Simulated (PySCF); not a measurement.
# A gas-phase reaction: H3InO2 + N2O → H3InO3 + N2

Wanted: the reaction energy for `[OH][InH][OH]` + `[N-]=[N+]=O` → `[OH][In]([OH])[OH]` + `N#N`.

Programs: PySCF 2.14.0. All values are calculated, for the isolated system unless a continuum is named. Atoms count from 0, parts from 1.

## Step 1: Starting point

Each species was relaxed by itself at PBE0-D3(BJ)/def2-SVPD.

## Step 2: Reaction energy: wB97M-D3(BJ)/def2-TZVPD

What the job is given:

```
{"job": {"kind": "react", "xc": "wB97M-D3(BJ)", "basis": "def2-TZVPD"}, "charge": 0, "multiplicity": 1}
-1 H3InO2 charge 0 multiplicity 1
O     -0.812310    -1.315870    -0.203930
In     0.078250     0.476550    -0.387890
O      1.064660     0.815470     1.318000
H     -1.328830    -1.608100    -0.959970
H      0.038030     1.541140    -1.709270
H      0.960280     0.090300     1.942940

-1 N2O charge 0 multiplicity 1
N      1.145750     0.029120     0.010640
N      0.021820    -0.013110    -0.001850
O     -1.154160    -0.057320    -0.014940

+1 H3InO3 charge 0 multiplicity 1
O     -0.979560     1.710550     0.937590
In    -0.077790     0.104840     0.189970
O      0.221020     0.019410    -1.791500
O      0.476800    -1.330060     1.460990
H     -1.215330     2.351500     0.258900
H      0.655470    -0.784410    -2.092900
H      0.919400    -2.071830     1.036900

+1 N2 charge 0 multiplicity 1
N      0.513750     0.006450    -0.192650
N     -0.513800    -0.006450     0.192640
```

Method: wB97M-D3(BJ)/def2-TZVPD reaction energy of separated species, gas phase.

Started as:

```sh
OMP_NUM_THREADS=1 python cluster_run.py task.json out
```

One launch serves the whole session: the jobs run in the order shown.

**Question.** The jobs that follow are: PBE0-D3(BJ)/def2-TZVPD reaction energy of separated species, gas phase. Predict: reaction energy (wB97M-D3(BJ)/def2-TZVPD); ΔH, ΔG at 298 K (xTB thermal terms). Thermal terms come from harmonic xTB runs on each species.

As calculated:

| quantity | value |
| --- | --- |
| reaction energy (wB97M-D3(BJ)/def2-TZVPD) | -76.51 kcal/mol |
| ΔH, ΔG at 298 K (xTB thermal terms) | -75.6, -76.6 kcal/mol |
| range of the reaction energy over the runs of this table | -76.51 to -65.86 kcal/mol |

In words: The reaction is exothermic by 75.6 kcal/mol in the gas phase; dispersion gives +0.11, and xTB itself gave 2.93 for the electronic energy (xTB energies and thermal terms come from the earlier relaxation of each species, not shown). No barrier was sought. xTB and this level differ widely in the electronic energy, so what comes from xTB (the thermal terms above all) is less safe here. The reaction energy runs from -76.51 (wB97M-D3(BJ)/def2-TZVPD) to -65.86 kcal/mol (PBE0-D3(BJ)/def2-TZVPD).
